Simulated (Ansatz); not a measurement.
# HoO3: the cost of one run

Program: Ansatz 0.2.0. Level of theory: DFT PBE, scalar-relativistic, plane waves, PAW; 4f electrons in the core of a trivalent norm-conserving potential. These are calculated values, not measurements.

## (1) The structure to begin with

Symmetry: P4/mmm, No. 123, tetragonal system. The conventional cell has a = 3.773 Å, b = 3.773 Å, c = 4.369 Å, α = 90.00°, β = 90.00°, γ = 90.00°. Ho (site symmetry 4/mmm) is surrounded by 6 O at 1.89 to 2.18 Å. O (site symmetry 4/mmm) has 2 Ho at 2.18 Å in its first shell of neighbours. O (site symmetry mmm) has 2 Ho at 1.89 Å in its first shell of neighbours.

Coordinates:

```
Ho O
1.0
     3.77337    0.00000    0.00000
     0.00000    3.77337    0.00000
     0.00000    0.00000    4.36896
Ho O
1 3
Direct
  0.50000 0.50000 0.50000
  0.50000 0.50000 0.00000
  0.00000 0.50000 0.50000
  0.50000 0.00000 0.50000
```

Recipe of the guess: random cell by space group and Wyckoff sites (P4/mmm, No. 123). Its size is a rough estimate.

## (2) The guess as it stands, on a coarse mesh

input.yaml

```yaml
crystal:
  lattice:
    - [3.77337162, 0.0, 0.0]
    - [0.0, 3.77337162, 0.0]
    - [0.0, 0.0, 4.36895558]
  atoms:
    - { symbol: Ho, position: [0.5, 0.5, 0.5] }
    - { symbol: O, position: [0.5, 0.5, 0.0] }
    - { symbol: O, position: [0.0, 0.5, 0.5] }
    - { symbol: O, position: [0.5, 0.0, 0.5] }
basis:
  ecutwfc: 690
kpoints:
  mp_grid: { grid: [4, 4, 4] }
hamiltonian:
  xc: pbe
  pseudopotentials:
    kind: paw
    azcp: { Ho: "pseudopotentials/pbe/nc/lanthanide_3plus/Ho.nc.azcp" }
scf:
  occupations: { method: gaussian, width: 0.1 }
  lower_state_search: "off"
output:
  forces: true
  stress: true
  eigenvalues: true
```

On the command line:

```bash
$ ansatz run input.yaml --threads 1 --pin off --max-ram 2560MiB --backend cpu --events-out ev --progress --plain --runs-dir out
```

What time and memory should one allow on 1 thread of Intel Xeon at 2.50GHz (Skylake/Cascade Lake), shared host?

About 7.5 s, with a peak of 0.35 GiB.
